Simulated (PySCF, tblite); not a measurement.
# C₆H₇BP radical: geometry, infrared bands and EPR parameters

What infrared bands and EPR parameters should C₆H₇BP radical (`P[B][C@@]12[C@@H]3[C@H]4[C@@H]3[C@@H]1[C@H]42`) show?

Computed with tblite 0.8.0 and PySCF 2.14.0, with density-fitted response routines of our own, on a single molecule in the gas phase. Atoms are numbered from 0 throughout.

### Step 1. The molecule as given

15 atoms, charge 0, multiplicity 2; geometry from: force field or distance geometry start.

Bonds of the start (Å): P0–B1 1.94, B1–C2 1.58, C2–C3 1.50, C3–C4 1.52, C4–C5 1.52, C5–C6 1.52, C6–C7 1.52, C6–C2 1.52, C7–C2 1.51, C5–C3 1.52, C7–C4 1.52, P0–H8 1.46, P0–H9 1.46, C3–H10 1.11, C4–H11 1.11, C5–H12 1.11, C6–H13 1.11, C7–H14 1.11.

### Step 2. Relaxing the molecule with GFN2-xTB

Job settings and geometry (Å):

```
{"job": {"kind": "relax", "xc": "GFN2-xTB", "basis": "xTB"}, "charge": 0, "multiplicity": 2}
P      3.345300    -0.151200    -0.185700
B      1.606100    -0.923800    -0.557300
C      0.296500    -0.143800    -0.156700
C     -0.323200     0.183200     1.174000
C     -1.557000    -0.643400     0.856700
C     -1.486400     0.809100     0.424100
C     -0.925000     0.353000    -0.915100
C     -0.860800    -1.080000    -0.420700
H      3.003800     0.203500     1.184200
H      2.974500     1.143500    -0.738200
H     -0.046300     0.953800     1.919700
H     -1.783300    -1.202400     1.784300
H     -2.483500     1.224300     0.696400
H     -0.495100     0.941400    -1.750700
H     -1.270100    -1.659300    -1.279300
```

On the command line:

```sh
$ OMP_NUM_THREADS=1 python probes_run.py task.json out
```

This one command runs all jobs of the session in turn.

Output:

```text
step      E/eV     max force
  0    -539.41658    4.269
  1    -540.25983    2.114
  2    -540.84484    1.802
  3    -541.11401    0.948
  4    -541.27396    1.014
  5    -541.59042    1.425
  6    -541.81713    1.351
  7    -541.99884    1.025
  8    -542.11170    0.702
  9    -542.20448    0.677
 10    -542.25784    0.582
 11    -542.28573    0.544
 12    -542.30274    0.484
 13    -542.32443    0.417
 14    -542.34741    0.420
 15    -542.36776    0.337
 16    -542.38351    0.312
 17    -542.39663    0.311
 18    -542.41024    0.292
 19    -542.42524    0.345
 20    -542.43964    0.291
 21    -542.45207    0.264
 22    -542.46191    0.280
 23    -542.46905    0.289
 24    -542.47499    0.235
 25    -542.48058    0.182
 26    -542.48511    0.185
 27    -542.48884    0.175
 28    -542.49194    0.128
 29    -542.49495    0.168
 30    -542.49792    0.140
 31    -542.50109    0.172
 32    -542.50424    0.156
 33    -542.50840    0.184
 34    -542.51514    0.223
 35    -542.52582    0.282
 36    -542.53714    0.270
 37    -542.54495    0.192
 38    -542.55092    0.220
 39    -542.55476    0.371
 40    -542.56242    0.216
 41    -542.57025    0.253
 42    -542.57835    0.171
 43    -542.58406    0.179
 44    -542.59060    0.130
 45    -542.59154    0.230
 46    -542.59420    0.105
 47    -542.59491    0.098
 48    -542.59733    0.133
 49    -542.59844    0.125
 50    -542.60063    0.081
 51    -542.60140    0.058
 52    -542.60176    0.043
 53    -542.60200    0.047
 54    -542.60234    0.037
 55    -542.60268    0.033
 56    -542.60284    0.030
 57    -542.60295    0.042
 58    -542.60308    0.037
 59    -542.60328    0.045
 60    -542.60365    0.045
 61    -542.60405    0.057
 62    -542.60451    0.061
 63    -542.60505    0.056
 64    -542.60572    0.061
 65    -542.60651    0.069
 66    -542.60731    0.081
 67    -542.60803    0.075
 68    -542.60875    0.058
 69    -542.60958    0.059
 70    -542.61039    0.056
 71    -542.61088    0.042
 72    -542.61104    0.026
 73    -542.61111    0.020
 74    -542.61117    0.018
 75    -542.61121    0.017
 76    -542.61125    0.012
 77    -542.61128    0.015
 78    -542.61131    0.015
 79    -542.61134    0.015
 80    -542.61137    0.015
 81    -542.61138    0.011
 82    -542.61139    0.009
```

Run time: 0.5 s. Hardware: 1 thread of Arm Neoverse V2, shared host.

Step by step: (not every step is listed)

| step | energy from step 0 (eV) | largest force (eV/Å) |
| --- | --- | --- |
| 0 | 0.0000 | 4.2688 |
| 1 | -0.8433 | 2.1139 |
| 2 | -1.4283 | 1.8018 |
| 3 | -1.6974 | 0.9481 |
| 4 | -1.8574 | 1.0141 |
| 5 | -2.1738 | 1.4250 |
| 6 | -2.4006 | 1.3513 |
| 7 | -2.5823 | 1.0254 |
| 8 | -2.6951 | 0.7021 |
| 14 | -2.9308 | 0.4198 |
| 20 | -3.0231 | 0.2907 |
| 26 | -3.0685 | 0.1847 |
| 32 | -3.0877 | 0.1563 |
| 38 | -3.1343 | 0.2195 |
| 44 | -3.1740 | 0.1298 |
| 50 | -3.1841 | 0.0814 |
| 56 | -3.1863 | 0.0301 |
| 62 | -3.1879 | 0.0614 |
| 68 | -3.1922 | 0.0580 |
| 74 | -3.1946 | 0.0185 |
| 77 | -3.1947 | 0.0151 |
| 78 | -3.1947 | 0.0148 |
| 79 | -3.1948 | 0.0148 |
| 80 | -3.1948 | 0.0153 |
| 81 | -3.1948 | 0.0110 |
| 82 | -3.1948 | 0.0092 |

Close pairs (by a distance rule), those that changed most:

```csv
bond,before (Å),after (Å),change (Å)
P0–B1,1.939,1.814,-0.125
B1–C2,1.576,1.490,-0.087
P0–H8,1.456,1.390,-0.065
P0–H9,1.456,1.394,-0.062
C2–C3,1.504,1.566,+0.062
C5–H12,1.114,1.074,-0.040
C7–H14,1.114,1.075,-0.039
C6–C7,1.517,1.480,-0.037
```

The end geometry stands in the next job.

### Step 3. Harmonic vibrations with GFN2-xTB

Job settings and geometry (Å):

```
{"job": {"kind": "ir", "xc": "GFN2-xTB", "basis": "xTB"}, "charge": 0, "multiplicity": 2}
P      3.284456    -0.137401     0.150669
B      1.636002    -0.185891    -0.605909
C      0.221107    -0.125610    -0.144265
C     -0.489331     0.183332     1.216158
C     -1.619074    -0.738907     0.859508
C     -1.689322     0.719780     0.491284
C     -1.038383     0.395588    -0.861263
C     -0.972269    -1.038361    -0.499245
H      3.326514     1.088207     0.806022
H      4.106150     0.301443    -0.886185
H     -0.079091     0.443967     2.174816
H     -2.252949    -1.336721     1.486649
H     -2.390317     1.482055     0.774831
H     -1.091726     0.880236    -1.819063
H     -0.956182    -1.923727    -1.108369
```

Output:

```text
mode    cm-1     km/mol
  1      54.2      1.04
  2      75.9      0.44
  3     145.9      4.58
  4     286.5      0.86
  5     294.3     16.21
  6     439.1      3.17
  7     552.8     41.01
  8     622.5      2.81
  9     733.0     31.61
 10     761.2      3.42
 11     766.1      0.03
 12     840.9      5.19
 13     856.4      0.22
 14     859.7     11.92
 15     899.1      3.04
 16     910.0     21.22
 17     915.7      0.87
 18     939.5      0.95
 19     953.6     12.21
 20     955.5      2.72
 21     969.5     20.31
 22    1005.0      3.02
 23    1029.5      1.13
 24    1051.0      0.14
 25    1086.4     38.41
 26    1113.9      0.17
 27    1148.4    107.38
 28    1188.1      4.55
 29    1220.1      1.05
 30    1267.1     66.58
 31    1386.0      3.28
 32    1407.3     67.96
 33    2213.4    173.54
 34    2266.5    167.18
 35    3107.1     12.48
 36    3108.7     15.50
 37    3118.9     63.23
 38    3123.6     46.34
 39    3133.4     65.68
```

Run time: 0.43 s. Hardware: 1 thread of Arm Neoverse V2, shared host.

Which atoms move in the most intense modes:

```
cm⁻¹  km/mol                               atoms
1148   107.4                    H9 50 %, H8 46 %
1267    66.6  C2 23 %, B1 21 %, C7 21 %, C6 20 %
1407    68.0  C2 41 %, C6 19 %, C7 19 %, B1 13 %
2213   173.5                    H9 58 %, H8 39 %
2266   167.2                    H8 58 %, H9 39 %
3119    63.2                  H14 42 %, H13 42 %
3124    46.3                  H12 50 %, H11 34 %
3133    65.7                  H11 51 %, H12 33 %
```

### Step 4. EPR parameters: B3LYP/pcH-1

The job, as its differences from that of step 3:

```diff
@@ -1,2 +1,2 @@
-{"job": {"kind": "ir", "xc": "GFN2-xTB", "basis": "xTB"}, "charge": 0, "multiplicity": 2}
+{"job": {"kind": "epr", "basis": "pcH-1"}, "charge": 0, "multiplicity": 2}
 P      3.284456    -0.137401     0.150669
```

With the program's defaults for keys left out, this is: UKS B3LYP, pcH-1 on B C H P, non-relativistic, mean-field spin-orbit, GIAO.

Output:

```text
UKS, coarse grid
  cycle   1  E = -598.78678468  |g| = 2.68e-01
  cycle   2  E = -598.77000995  |g| = 3.26e-01
  cycle   3  E = -598.82437655  |g| = 6.12e-02
  cycle   4  E = -598.82596361  |g| = 2.15e-02
  cycle   5  E = -598.82622428  |g| = 6.96e-03
  cycle   6  E = -598.82625213  |g| = 2.69e-03
  cycle   7  E = -598.82625707  |g| = 9.27e-04
UKS, final grid
  cycle   1  E = -598.82626197  |g| = 1.28e-03
  cycle   2  E = -598.82626060  |g| = 2.09e-03
  cycle   3  E = -598.82626286  |g| = 1.19e-04
  cycle   4  E = -598.82626287  |g| = 5.39e-05
  cycle   5  E = -598.82626288  |g| = 2.82e-05
E = -598.82626288 Eh   <S^2> = 0.7534 (exact 0.7500)
g shifts (ppm)      1          2          3
  rmc           -95        -95        -95
  gc             16          5          4
  oz_so       -1514       -299        200
  total       -1593       -389        109
hyperfine (MHz)  atom isotope    a_iso     a_fc   dipolar eigenvalues
    0   31P      -4.95      -4.92    -19.00    -10.75     29.75
    1   11B     248.48     248.56    -41.82    -39.74     81.55
    2   13C      -9.20      -9.20     -3.32     -2.77      6.08
    3   13C      79.16      79.17     -5.93     -5.80     11.72
    4   13C      -3.25      -3.25     -0.61      0.03      0.58
    5   13C      -3.10      -3.10     -0.56     -0.11      0.67
    6   13C      16.85      16.86     -0.77     -0.08      0.84
    7   13C      25.06      25.07     -1.57     -0.96      2.53
    8    1H      71.77      71.77     -3.88     -0.85      4.72
    9    1H      67.99      68.00     -4.24     -2.40      6.64
   10    1H      -3.15      -3.16     -3.69     -1.11      4.80
   11    1H       0.19       0.19     -0.92     -0.59      1.51
   12    1H       1.26       1.26     -0.88     -0.59      1.47
   13    1H      -1.26      -1.26     -2.51     -1.40      3.91
   14    1H      -1.80      -1.80     -2.79     -1.41      4.21
```

Run time: 1.7 min. Hardware: 1 thread of Arm Neoverse V2, shared host; peak memory 0.96 GiB.

Principal g values 2.00073, 2.00193, 2.00243; g(iso) = 2.00169, against 2.00232 for a free electron.

Mean a(iso) over the nuclei that a row names, and the largest dipolar term of the row (other rows stand at the frozen geometry):

| nuclei | isotope | a(iso) (MHz) | a(iso) (G, at g = 2.0023) | largest dipolar term (MHz) |
| --- | --- | --- | --- | --- |
| B1 | 11B | 248.5 | 88.7 | 81.6 |
| C3 | 13C | 79.2 | 28.2 | 11.7 |
| H8, H9 | 1H | 69.9 | 24.9 | 6.6 |
| C6, C7 | 13C | 21.0 | 7.5 | 2.5 |
| C2 | 13C | -9.2 | -3.3 | 6.1 |
| P0 | 31P | -4.9 | -1.8 | 29.8 |
| C4, C5 | 13C | -3.2 | -1.1 | 0.7 |
| H10 | 1H | -3.2 | -1.1 | 4.8 |
| H13, H14 | 1H | -1.5 | -0.5 | 4.2 |
| H11, H12 | 1H | 0.7 | 0.3 | 1.5 |

Mulliken spin populations:

P0 -0.02; B1 0.91; C2 -0.04; C3 0.06; C4 0.00; C5 0.00; C6 0.01; C7 0.01; H8 0.04; H9 0.02; H10 0.00; H11 0.00; H12 0.00; H13 0.00; H14 0.00

In first order the couplings over 0.8 MHz of 11B, 1H, 31P give 144 distinct lines over 319.8 G, if the averaged nuclei exchange fast.

The fields below are evaluated on a grid from the run's orbitals.

ELF in a plane through or near 5 of the atoms.

Values, 10 rows by 14 columns:
```
0.00 0.00 0.00 0.00 0.00 0.00 0.00 0.00 0.00 0.00 0.00 0.00 0.00 0.00
0.00 0.00 0.00 0.00 0.00 0.00 0.00 0.03 0.00 0.00 0.00 0.00 0.00 0.00
0.00 0.00 0.00 0.06 0.03 0.00 0.56 0.98 0.17 0.00 0.00 0.00 0.00 0.00
0.00 0.00 0.06 0.83 0.69 0.01 0.50 1.00 0.32 0.01 0.00 0.00 0.00 0.00
0.00 0.00 0.11 0.77 0.63 0.17 0.29 0.21 0.67 0.55 0.08 0.00 0.00 0.00
0.00 0.09 0.93 0.63 0.53 0.23 0.61 0.46 0.28 0.65 0.13 0.00 0.00 0.00
0.00 0.14 0.99 0.88 0.69 0.30 0.74 0.63 0.70 0.07 0.01 0.00 0.00 0.00
0.00 0.00 0.13 0.02 0.70 0.96 0.18 0.10 0.46 0.10 0.00 0.00 0.00 0.00
0.00 0.00 0.00 0.00 0.21 0.61 0.03 0.01 0.03 0.00 0.00 0.00 0.00 0.00
0.00 0.00 0.00 0.00 0.00 0.00 0.00 0.00 0.00 0.00 0.00 0.00 0.00 0.00
```
The map spans 13.6 Å across and 9.3 Å up, centred on the molecule. Atoms in the plane (x, y in Å): B1 (-1.7, -0.6), C2 (-0.2, -0.3), C3 (0.6, 1.0), H9 (-4.2, -0.6), H10 (0.3, 2.1).

On the surface of density 0.002 e/bohr³ the electrostatic potential runs, from the 1st to the 99th percentile, from -0.86 V near P0 to 0.93 V near H12.

The spin density lies nearest to B1 73 %.

### Step 5. Outcome

| quantity | value |
| --- | --- |
| strongest single infrared mode (GFN2-xTB) | 2213 cm⁻¹, 174 km/mol |
| zero-point energy (GFN2-xTB) | 66.9 kcal/mol |
| g(iso) (B3LYP) | 2.00169 |
| ⟨S²⟩ | 0.753 (exact 0.75) |
| largest a(iso) (averaged by class) | 11B on B1, 248.5 MHz |
| surface potential, 1st and 99th percentile | -0.86 V and 0.93 V |

What this shows: Relaxing lowered the energy by 3.195 eV in 82 steps; the close pair that moved most is P0–B1, from 1.939 to 1.814 Å. No mode is imaginary among the 39: a minimum at this level. The strongest single mode, at 2213 cm⁻¹, moves mainly H9 and H8. Unscaled tight-binding wavenumbers are off by several per cent, some by more. Its intensities can rank the bands wrongly. Most of the unpaired spin sits on B1 (0.91 e). The isotropic g lies 0.6 ppt below the free-electron value.
